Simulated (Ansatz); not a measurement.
Task: a single point from a YAML input of Rb2NaAsBr6, space group Fm-3m, with the Python package of Ansatz (0.2.0). Give the script and its output. Settings: r2SCAN, PAW, cutoff 350 eV, 3×3×3 k-points, fixed occupations, D3BJATM dispersion.

`scf.yaml`
```yaml
crystal:
  lattice:
    - [0.0, 5.590463, 5.590463]
    - [5.590463, 0.0, 5.590463]
    - [5.590463, 5.590463, 0.0]
  atoms:
    - { symbol: Rb, position: [0.75, 0.75, 0.75] }
    - { symbol: Rb, position: [0.25, 0.25, 0.25] }
    - { symbol: Na, position: [0.5, 0.5, 0.5] }
    - { symbol: As, position: [0.0, 0.0, 0.0] }
    - { symbol: Br, position: [0.761502, 0.238498, 0.238498] }
    - { symbol: Br, position: [0.238498, 0.238498, 0.761502] }
    - { symbol: Br, position: [0.238498, 0.761502, 0.761502] }
    - { symbol: Br, position: [0.238498, 0.761502, 0.238498] }
    - { symbol: Br, position: [0.761502, 0.238498, 0.761502] }
    - { symbol: Br, position: [0.761502, 0.761502, 0.238498] }
kpoints:
  mp_grid: { kspacing: 0.4 }
hamiltonian:
  xc: r2scan
  dispersion: d3bjatm
scf:
  occupations: { method: fixed }
output:
  forces: true
  stress: true
basis:
  ecutwfc: "350 eV"
  ecutrho_ratio: 9
```

`yaml_run_rb2naasbr6.py`:
```python
'''Rb2NaAsBr6 from YAML text.'''

import ansatz as az
import numpy as np

planned = az.Session.from_deck('scf.yaml').plan(threads=1, pin='off')
out = planned.execute()
report = out.report

energy = report['free_energy_ev']
print('Rb2NaAsBr6: {:.6f} eV = {:.6f} Ry = {:.6f} Ha'.format(energy, energy / 13.605693, energy / 27.211386))
print('Fermi level {:.4f} eV, {} k-points, {} symmetry operations'.format(report['fermi_energy_ev'], report['n_kpoints'], report['n_symmetry_ops']))

# forces, one row an atom
forces = np.array(report['forces_ev_ang'])
norms = np.linalg.norm(forces, axis=1)
print('largest force {:.4f} eV/A on atom {}'.format(norms.max(), norms.argmax()))
print(np.array2string(forces, precision=4, suppress_small=True))

# pressure is a third of the trace
sigma = report['stress_gpa']
voigt = [sigma[0][0], sigma[1][1], sigma[2][2], sigma[1][2], sigma[0][2], sigma[0][1]]
print('stress xx yy zz yz xz xy (GPa, compression positive):', ' '.join(f'{s:.3f}' for s in voigt))
print('P =', round(10 * float(np.mean(voigt[:3])), 2), 'kbar')

print('energy terms (eV)')
for term, value in report['components'].items():
    if abs(value) > 1e-9:
        print(f'  {term:26s} {value:16.5f}')
```

```console
$ python yaml_run_rb2naasbr6.py
DeckWarning: basis.ecutwfc = 350 eV is below the records' recommended 500 eV, and the density's cutoff is lower with it unless basis.ecutrho_ratio is high enough to keep the records' density cutoff: compare with a run at a higher cutoff
Rb2NaAsBr6: -29680.648805 eV = -2181.487470 Ry = -1090.743735 Ha
Fermi level 1.5948 eV, 4 k-points, 48 symmetry operations
largest force 0.0434 eV/A on atom 4
[[ 0.      0.      0.    ]
 [ 0.     -0.     -0.    ]
 [ 0.      0.      0.    ]
 [ 0.     -0.     -0.    ]
 [-0.0434 -0.      0.    ]
 [-0.      0.     -0.0434]
 [ 0.0434  0.      0.    ]
 [ 0.     -0.0434  0.    ]
 [ 0.      0.0434 -0.    ]
 [-0.      0.      0.0434]]
stress xx yy zz yz xz xy (GPa, compression positive): -1.236 -1.236 -1.236 0.000 0.000 -0.000
P = -12.36 kbar
energy terms (eV)
  e_band                           -935.15852
  e_kinetic                        1408.59825
  e_local                         -6792.94524
  e_nonlocal                        208.37416
  e_hartree                        2638.33633
  e_xc                            -1864.05948
  e_vxc                           -1129.21862
  e_paw                          -21004.30411
  e_vpaw                             31.43050
  e_augmentation_tail                -0.00000
  e_vtau                             61.92307
  e_ewald                         -4271.01383
  e_disp                             -0.90821
  e_core_change                      -2.72669
```
(Warnings from the package without file and line, repeats left out.)

Reading the output:
- These settings explore the input space; cutoff and mesh may be short of convergence.
- The cutoff lies under the one recommended for these potentials.
- Under the recommended cutoff a pressure can be off by several GPa, even in sign.
- The energy terms are those on the plane-wave grid, with the one-centre PAW part apart; e_band, e_vxc and e_vpaw aren't summands of the total.
- An absolute Fermi energy rests on an arbitrary zero of the periodic potential and has no direct meaning.
- The structure comes from a database of computed cells and needn't be a stable or known phase.
- Levels are Kohn-Sham eigenvalues on this mesh, without spin-orbit coupling.
- Run time: 22 s on 1 thread of Arm Neoverse V1 (shared host), peak memory 2.4 GiB.

(Lines on the test bed's own set-up are left out of the output.)
